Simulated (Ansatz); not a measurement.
# BeAl3: the cost of one run

Program: Ansatz 0.2.0. Level of theory: DFT PBE, scalar-relativistic, plane waves, PAW. These are calculated values, not measurements.

### Step 1. The system as given

Symmetry: P-6m2, No. 187, hexagonal system. The conventional cell has a = 2.902 Å, b = 2.902 Å, c = 7.939 Å, α = 90.00°, β = 90.00°, γ = 120.00°. Be (site symmetry -6m2) is surrounded by 6 Al at 2.49 Å. Al (site symmetry 3m) has 3 Be at 2.49 Å and 3 Al at 2.71 Å as nearest neighbours. Al (site symmetry -6m2) has 12 Al at 2.71 to 2.90 Å as nearest neighbours.

Structure file:

```cif
data_structure
_symmetry_space_group_name_H-M 'P-6m2'
_symmetry_Int_Tables_number 187
_cell_length_a 2.9021
_cell_length_b 2.9021
_cell_length_c 7.9394
_cell_angle_alpha 90.000
_cell_angle_beta 90.000
_cell_angle_gamma 120.000
_cell_volume 57.91
loop_
_atom_site_label
_atom_site_type_symbol
_atom_site_symmetry_multiplicity
_atom_site_Wyckoff_symbol
_atom_site_fract_x
_atom_site_fract_y
_atom_site_fract_z
_atom_site_occupancy
Be1 Be 1 b 0.00000 0.00000 0.50000 1
Al1 Al 2 i 0.66667 0.33333 0.73250 1
Al2 Al 1 a 0.00000 0.00000 0.00000 1
```

A structure generator made this guess: close-packed layers stacked ABAB|A (P-6m2, No. 187). The dimensions are guesses.

### Step 2. A first look at the guess

Input file input.yaml:

```yaml
crystal:
  lattice:
    - [2.90207071, 0.0, 0.0]
    - [-1.45103535, 2.51326695, 0.0]
    - [0.0, 0.0, 7.93935969]
  atoms:
    - { symbol: Be, position: [0.33333333, 0.66666667, 0.5] }
    - { symbol: Al, position: [0.0, 0.0, 0.73250369] }
    - { symbol: Al, position: [0.33333333, 0.66666667, 0.0] }
    - { symbol: Al, position: [0.0, 0.0, 0.26749631] }
basis:
  ecutwfc: 420
kpoints:
  mp_grid: { grid: [6, 6, 2] }
hamiltonian:
  xc: pbe
scf:
  occupations: { method: gaussian, width: 0.1 }
  lower_state_search: "off"
output:
  forces: true
  stress: true
  eigenvalues: true
```

The run is started by

```
> ansatz run input.yaml --threads 1 --pin off --max-ram 2048MiB --backend cpu --events-out ev --progress --plain --runs-dir out
```

What time and memory should one allow on 1 thread of Arm Neoverse N1, shared host?

About 2 s, with a peak of 0.32 GiB.
